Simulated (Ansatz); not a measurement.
Consider an atomisation energy of CH8GeSi, SMILES C[SiH2][GeH3] (the Python package of Ansatz (0.2.0)).

`tae_ch8gesi.py`:
```python
# -*- coding: utf-8 -*-
'''Atomisation energy of CH8GeSi at the given geometry.'''

from collections import Counter

import ansatz as az


def single_point(molecule, charge=0, unpaired=0):
    calc = molecule.calculation().basis(gaussian='cc-pVDZ').correlation('MP2').accuracy('high')
    if charge:
        calc = calc.charge(charge)
    if unpaired:
        calc = calc.spin('collinear', total=unpaired)
    return calc.run().report['free_energy_ev']


def main():
    molecule = (
        az.Crystal.molecule()
        .atom('C', [-0.9841, 1.2458, -0.3875])
        .atom('Si', [-0.5004, -0.493, -0.554])
        .atom('Ge', [1.3103, -0.8518, 0.7864])
        .atom('H', [-1.841, 1.479, -1.051])
        .atom('H', [-0.1996, 1.9475, -0.7322])
        .atom('H', [-1.2986, 1.522, 0.6546])
        .atom('H', [-0.1147, -0.7739, -1.947])
        .atom('H', [-1.5577, -1.354, -0.1397])
        .atom('H', [0.9692, -0.5291, 2.3139])
        .atom('H', [2.5, 0.0819, 0.3802])
        .atom('H', [1.7818, -2.3314, 0.6968])
    )

    # Hund ground states
    unpaired = {'C': 2, 'Si': 2, 'Ge': 2, 'H': 1}
    counts = Counter(site.symbol for site in molecule.cartesian_sites)
    atom_energy = {s: single_point(az.Crystal.molecule().atom(s, (0, 0, 0)), 0, unpaired[s]) for s in counts}
    whole = single_point(molecule, 0, 0)
    for s, e in atom_energy.items():
        print(f'{s:2s} x{counts[s]}  {e:14.5f} eV')
    print(f'CH8GeSi: {whole:.5f} eV')
    split = sum(counts[s] * e for s, e in atom_energy.items()) - whole
    print(f'atomisation energy (no zero-point term): {23.060548 * split:.1f} kcal/mol, {split / sum(counts.values()):.3f} eV an atom')


if __name__ == '__main__':
    main()
```

What does it cost to take this molecule apart into atoms?

742.0 kcal/mol from the electronic energies, without the zero-point term.

What the script printed:

```console
$ python tae_ch8gesi.py
C  x1     -1026.91172 eV
Si x1     -7861.23379 eV
Ge x1    -56473.06296 eV
H  x8       -13.58606 eV
CH8GeSi: -65502.07252 eV
atomisation energy (no zero-point term): 742.0 kcal/mol, 2.925 eV an atom
```

What to keep in mind:
- These settings explore the input space; basis and method may be short of convergence.
- The geometry is a force-field or estimated start, not a minimum of this method, and the basis set is short of its limit. All parts are taken at fixed geometry, without zero-point energy.
- In double-zeta sets correlated atomisation energies come out some 10 to 15 % low.
- For Al to Cl the sets with a tight d function, cc-pV(X+d)Z, are usual.
- Run time: 3.8 s on 1 thread of AMD EPYC 9R45 96-Core Processor (Zen 5), with other jobs on the host, peak memory 0.42 GiB.
